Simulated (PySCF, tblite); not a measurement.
# C3H8O2Si: geometry, infrared bands and NMR shifts

Wanted: the infrared bands and NMR shifts of C3H8O2Si (`CCOC(=O)[SiH3]`), by calculation.

Programs: tblite 0.8.0 and PySCF 2.14.0, with density-fitted response routines of our own. Each step states its level of theory. These are calculated values for one molecule in the gas phase, unless marked as measured. Atoms are numbered from 0 throughout.

## Step 1: Starting geometry

14 atoms, charge 0, multiplicity 1; geometry from: force field or distance geometry start.

Bonds of the start (Å): C0–C1 1.51, C1–O2 1.41, O2–C3 1.36, C3–O4 1.27, C3–Si5 1.84, C0–H6 1.12, C0–H7 1.11, C0–H8 1.10, C1–H9 1.11, C1–H10 1.11, Si5–H11 1.48, Si5–H12 1.49, Si5–H13 1.49.

## Step 2: Relaxing the molecule with GFN2-xTB

Job settings and geometry (Å):

```
{"job": {"kind": "relax", "xc": "GFN2-xTB", "basis": "xTB"}, "charge": 0, "multiplicity": 1}
C     -2.013300    -0.081400     0.776700
C     -1.430100     0.377600    -0.536700
O     -0.027500     0.534800    -0.479700
C      0.902100    -0.417900    -0.198000
O      0.521700    -1.594700     0.081200
Si     2.682000     0.063300    -0.203700
H     -3.083600    -0.328100     0.557200
H     -1.921100     0.755200     1.499900
H     -1.541000    -0.992700     1.175700
H     -1.859600     1.385400    -0.725900
H     -1.793900    -0.260900    -1.363200
H      3.538000    -1.098800    -0.511400
H      3.064300     0.557300     1.145600
H      2.961200     1.100300    -1.239900
```

Started as:

```console
$ OMP_NUM_THREADS=1 python probes_run.py task.json out
```

This one command runs all jobs of the session in turn.

**Question.** This job is followed by: GFN2-xTB harmonic vibrations, gas phase; GIAO PBE0/pcSseg-1 NMR shielding, non-relativistic, gas phase. Predict these results of the whole session: strongest single infrared mode (GFN2-xTB); zero-point energy (GFN2-xTB); 13C shifts against TMS (PBE0/pcSseg-1); 1H shifts against TMS (PBE0/pcSseg-1, means over atoms taken as alike); 17O shifts against H2O (PBE0/pcSseg-1); 29Si shifts against TMS (PBE0/pcSseg-1).

The runs gave:

| quantity | value |
| --- | --- |
| strongest single infrared mode (GFN2-xTB) | 1744 cm⁻¹, 306 km/mol |
| zero-point energy (GFN2-xTB) | 63.8 kcal/mol |
| 13C shifts against TMS (PBE0/pcSseg-1) | 186.1, 61.9, 17.0 ppm |
| 1H shifts against TMS (PBE0/pcSseg-1, means over atoms taken as alike) | 4.51, 4.04, 1.31 ppm |
| 17O shifts against H2O (PBE0/pcSseg-1) | 519.2, 251.5 ppm |
| 29Si shifts against TMS (PBE0/pcSseg-1) | -86.2 ppm |

**Reading.** The optimisation took 72 steps and gained 0.500 eV; among the close pairs (by a distance rule), C3–Si5 changed most, from 1.844 to 1.916 Å. All 36 modes are real, so the xTB geometry is a minimum. The strongest single mode, at 1744 cm⁻¹, moves mainly C3 and O4. GFN2-xTB is a fitted tight-binding method: band positions and strengths are rough. Its intensities can rank the bands wrongly. H9, H10 (mean) (hydrogen on an sp3 CH2 bonded to O) lies farthest downfield among hydrogen, at 4.51 ppm; its carbon carries O, which withdraws density. At PBE0/pcSseg-1: Shielding is most anisotropic at O4 (span 853 ppm, paramagnetic term -587 ppm).
